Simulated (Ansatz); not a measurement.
# Li3SbO: a short molecular-dynamics run

Aim: set Li3SbO (a randomly packed cell, 10 atoms, not relaxed) in motion for 60 steps of 1.5 fs under a Langevin thermostat at 900 K, and see how temperature, energy and positions respond.

Method: DFT PBE, plane waves, PAW, scalar-relativistic, no spin polarisation, in Ansatz 0.2.0.

The cell holds 10 atoms (Li6O2Sb2): a = 5.143 Å, b = 5.199 Å, c = 5.120 Å, α = 90.12°, β = 92.62°, γ = 84.59°.

As a file:

```
CELL_PARAMETERS angstrom
5.11969 0.44709 -0.20765
0.04639 5.19585 0.18153
-0.01116 -0.18926 5.11607
ATOMIC_POSITIONS crystal
Li 0.75725 0.27919 0.91257
Li 0.77317 0.72984 0.73882
Li 0.42774 0.04748 0.53117
Li 0.62180 0.44357 0.37870
Li 0.87250 0.01401 0.31844
Li 0.18399 0.64997 0.49408
Sb 0.25280 0.35021 0.89755
Sb 0.25324 0.84283 0.03435
O 0.85499 0.64883 0.13975
O 0.05701 0.04556 0.69487
```

The structure above is the start of the run; the results belong to its end.

| quantity | value |
| --- | --- |
| length | 60 steps of 1.5 fs |
| temperature, first and last step | 810 and 2112 K |
| temperature, second half | mean 2229 K, from 1744 to 2763 K |
| potential energy, second half | -276 meV/atom from the start |
| mean square displacement, second half | O 1.1, Li 0.998, Sb 0.103 Å² |

**Reading.** Against a set 900 K the second half averages 2229 K with a spread of 295 K (in equilibrium 10 atoms would scatter by about 232 K, over a far longer run); the potential energy of that half lies 276 meV/atom under the start, so the atoms have moved to lower-lying arrangements, and the energy set free heats the cell. Over the second half O atoms stand 1.1 Å (root mean square) from where they began, and the farthest move is 1.6 Å. Averages from a run of 90 fs with 10 atoms are rough.

Which input would start the first run of this session?

One input that does so (others would too):

Input file input.yaml:

```yaml
crystal:
  lattice:
    - [5.11969, 0.447093, -0.207648]
    - [0.046389, 5.195849, 0.181528]
    - [-0.011164, -0.189261, 5.116067]
  atoms:
    - { symbol: Li, position: [0.757252, 0.27919, 0.912567] }
    - { symbol: Li, position: [0.773173, 0.729841, 0.73882] }
    - { symbol: Li, position: [0.42774, 0.047477, 0.531173] }
    - { symbol: Li, position: [0.621801, 0.443568, 0.3787] }
    - { symbol: Li, position: [0.872499, 0.014013, 0.318435] }
    - { symbol: Li, position: [0.183985, 0.649971, 0.494081] }
    - { symbol: Sb, position: [0.252802, 0.35021, 0.89755] }
    - { symbol: Sb, position: [0.253241, 0.842825, 0.034349] }
    - { symbol: O, position: [0.85499, 0.648829, 0.139745] }
    - { symbol: O, position: [0.05701, 0.045562, 0.694871] }
kpoints:
  mp_grid: { grid: [3, 3, 3] }
magnetization:
  spin_polarized: false
scf:
  occupations: { method: fermi_dirac, width: 0.05 }
hamiltonian:
  pseudopotentials: { kind: paw }
  xc: pbe
basis:
  ecutwfc: 420
md:
  timestep: 1.5
  n_steps: 60
  ensemble: nvt_langevin
  temperature: 900.0
  initial_velocities: maxwell_boltzmann
  seed: 258299
```

Command:

```console
$ ansatz run input.yaml --threads 2 --pin off --max-ram 2560MiB --backend cpu --events-out ev --progress --plain --runs-dir out
```
